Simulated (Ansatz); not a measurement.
# HfCo, space group Pm-3m: a comparison of magnetic orders

With the Python package of Ansatz (0.2.0).

At the Python prompt:
```pycon
>>> from dataclasses import dataclass
>>> import warnings
>>> import ansatz
>>> import numpy as np
>>> @dataclass(frozen=True)
... class RunConfig:
...     xc: str = "lda"
...     kspacing: float = 0.2
...
>>> opts = RunConfig()
>>> def count_gap(report):
...     # lowest empty less highest filled band, counting bands; zero where they overlap
...     return max(report.get("gap_by_band_count_ev") or 0.0, 0.0)
...
>>> CELL = [
...     (6.328, 0.0, 0.0),
...     (0.0, 3.164, 0.0),
...     (0.0, 0.0, 3.164),
... ]
>>> ATOMS = [
...     ("Hf", (0.25, 0.5, 0.5)),
...     ("Co", (0.0, 0.0, 0.0)),
...     ("Hf", (0.75, 0.5, 0.5)),
...     ("Co", (0.5, 0.0, 0.0)),
... ]
>>> def magnet(moments):
...     crystal = ansatz.Crystal(lattice=ansatz.Lattice.of(CELL))
...     for (symbol, position), moment in zip(ATOMS, moments):
...         crystal = crystal.atom(symbol, position, moment=moment or None)
...     return crystal
...
>>> warnings.simplefilter("ignore", ansatz.DeckWarning)
>>> # starting moments in muB, one an atom
>>> orders = {
...     "FM": [0, 2.0, 0, 2.0],
...     "AFM": [0, 2.0, 0, -2.0],
... }
>>> rows = []
>>> for label, moments in orders.items():
...     model = magnet(moments).calculation()
...     model = model.functional(opts.xc).kpoints(spacing=opts.kspacing)
...     model = model.occupations(ansatz.OccupationsMethod.FERMI_DIRAC)
...     model = model.spin("collinear")
...     model = model.band_table()
...     summary = model.run(threads=1).report
...     rows.append((label, summary["free_energy_ev"], summary["magnetization_mub"], summary["absolute_magnetization_mub"], max(abs(m) for m in summary["site_moments_mub"]), count_gap(summary)))
...     print(label, "site moments:", [round(m, 2) for m in summary["site_moments_mub"]])
...
RunWarning: the starting moments were not kept: the SCF closed with an absolute magnetisation of 2.9e-4 μB, where they sum to 4 μB in size (2 sites). That is at most 0.1 of that sum. Measured as [...]
FM site moments: [-0.0, 0.0, -0.0, 0.0]
AFM site moments: [-0.0, 0.0, -0.0, 0.0]
>>> lowest = min(row[1] for row in rows)
>>> rows = [(row[0], 1000 * (row[1] - lowest) / 2, *row[2:]) for row in sorted(rows, key=lambda row: row[1])]
>>> print("         order  meV/magnetic atom         net muB    absolute muB  largest site muB  gap by band count eV")
         order  meV/magnetic atom         net muB    absolute muB  largest site muB  gap by band count eV
>>> for row in rows:
...     print(f"{str(row[0]):>14s}  {row[1]:17.2f}  {row[2]:14.3f}  {row[3]:14.3f}  {row[4]:16.3f}  {row[5]:20.3f}")
...
           AFM               0.00           0.000           0.000             0.000                 0.000
            FM               0.00           0.000           0.000             0.000                 0.000
>>> print("lowest of these starts:", rows[0][0])
lowest of these starts: AFM
```

Caveats:
- The SCF didn't keep the moments it started from (some shrank, vanished or turned); what is printed is the state reached.
- A gap by band count of zero or less means overlapping bands, a metal.
- The starting cell is as deposited in a crystallographic database; the results hold for this polymorph, which needn't be the stable one.
- Gaps and levels are Kohn-Sham values on a finite set of k-points, without spin-orbit coupling.
- Warnings are shown shortened and without file and line.
- Each row is the state reached from that start at the given structure, not necessarily the lowest of its order; other orders weren't tried.
- The script silences the warnings on its input, which a real study should read.
- Timing: 3.4 min on 1 thread of Intel(R) Xeon(R) Processor @ 2.30GHz, with other jobs on the host, peak memory 0.91 GiB.
